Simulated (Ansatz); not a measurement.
**SiPb (CsCl type): a single-point run**

The task is a single-point run on SiPb (CsCl type). The structure is shown as the input types it.

Method: DFT, PBEsol, all-electron PAW with datasets made for the crystal, scalar-relativistic, in Ansatz 0.2.0.

**1. The structure to begin with**

The structure is cubic, space group Pm-3m (No. 221). Conventional cell: a = 3.148 Å, b = 3.148 Å, c = 3.148 Å, α = 90.00°, β = 90.00°, γ = 90.00°. Around Pb (site symmetry m-3m) lie 8 Si at 2.73 Å. Si (site symmetry m-3m) has 8 Pb at 2.73 Å as nearest neighbours.

As a file:

```xyz
2
Lattice="3.1481 0.0000 0.0000 0.0000 3.1481 0.0000 0.0000 0.0000 3.1481" Properties=species:S:1:pos:R:3 pbc="T T T"
Pb    0.0000    0.0000    0.0000
Si    1.5741    1.5741    1.5741
```

**2. Input and run**

File input.yaml:

```yaml
crystal:
  lattice:
    - [3.1481339933, 0.0, 0.0]
    - [0.0, 3.1481339933, 0.0]
    - [0.0, 0.0, 3.1481339933]
  atoms:
    - { symbol: Pb, position: [0.0, 0.0, 0.0] }
    - { symbol: Si, position: [0.5, 0.5, 0.5] }
kpoints:
  mp_grid: { grid: [11, 10, 12] }
scf:
  occupations: { method: fermi_dirac, width: 0.08 }
  max_iter: 50
hamiltonian:
  xc: pbesol
  pseudopotentials: { kind: all_electron, datasets: crystal }
output:
  forces: true
  stress: true
  eigenvalues: true
```

The run is started by

```sh
$ ansatz run input.yaml --threads 1 --pin off --max-ram 2048MiB --backend cpu --events-out ev --progress --plain --runs-dir out
```

Q: Will this input give a usable result? If not, why, and what should change?

The program finished normally, with warnings (crystal datasets made, printed levels off, symmetry narrowed by mesh). It gives a pressure of 57 GPa, which is large; a structure far from rest gives such values too, whatever the setting.

In the input, kpoints.mp_grid.grid is [11, 10, 12]. The mesh doesn't respect the lattice's symmetry: fewer operations survive, and spurious anisotropy appears.

To check: set kpoints.mp_grid.grid to [11, 11, 11].
